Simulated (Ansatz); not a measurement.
# CHBF3N: the cost of one run

Program: Ansatz 0.2.0. Level of theory: the levels named in each step. These are calculated values, not measurements.

## Step 1: Starting point

Bond lengths: C1–N2 1.138 Å, F3–B4 1.298 Å, B4–F5 1.304 Å, B4–F6 1.298 Å, C1–H7 1.058 Å. Angles: N2–C1–H7 179.7°, F3–B4–F5 119.6°, F3–B4–F6 120.7°, F5–B4–F6 119.7°.

Structure file:

```xyz
7

C    -1.9038    1.6799   -1.8965
N    -2.1275    2.4739   -2.6808
F     1.5198    0.0227    1.5866
B     0.8064   -0.8246    0.9092
F    -0.2533   -0.4103    0.2718
F     1.1364   -2.0791    0.8614
H    -1.6905    0.9438   -1.1664
```

## Step 2: A rough first relaxation, PBE-D4/def2-SVP

input.yaml

```yaml
crystal:
  periodic: [false, false, false]
  atoms:
    - { symbol: C, position_ang: [-1.90383, 1.67985, -1.89649] }
    - { symbol: "N", position_ang: [-2.12752, 2.47388, -2.68075] }
    - { symbol: F, position_ang: [1.5198, 0.02268, 1.58663] }
    - { symbol: B, position_ang: [0.80641, -0.82457, 0.90916] }
    - { symbol: F, position_ang: [-0.25328, -0.41026, 0.27183] }
    - { symbol: F, position_ang: [1.13641, -2.07914, 0.86142] }
    - { symbol: H, position_ang: [-1.69054, 0.94379, -1.16639] }
basis:
  gaussian: { orbitals: def2-SVP }
hamiltonian:
  xc: pbe
  dispersion: d4
relax:
  f_tol: 0.03
  max_steps: 200
```

On the command line:

```bash
$ ansatz run input.yaml --threads 4 --pin off --max-ram 10240MiB --backend cpu --events-out ev --progress --plain --runs-dir out
```

**Question.** How long does this run take on 4 threads of Intel Xeon at 2.50GHz (Skylake/Cascade Lake), shared host, and how much memory does it need?

About 32 s, with a peak of 0.16 GiB.
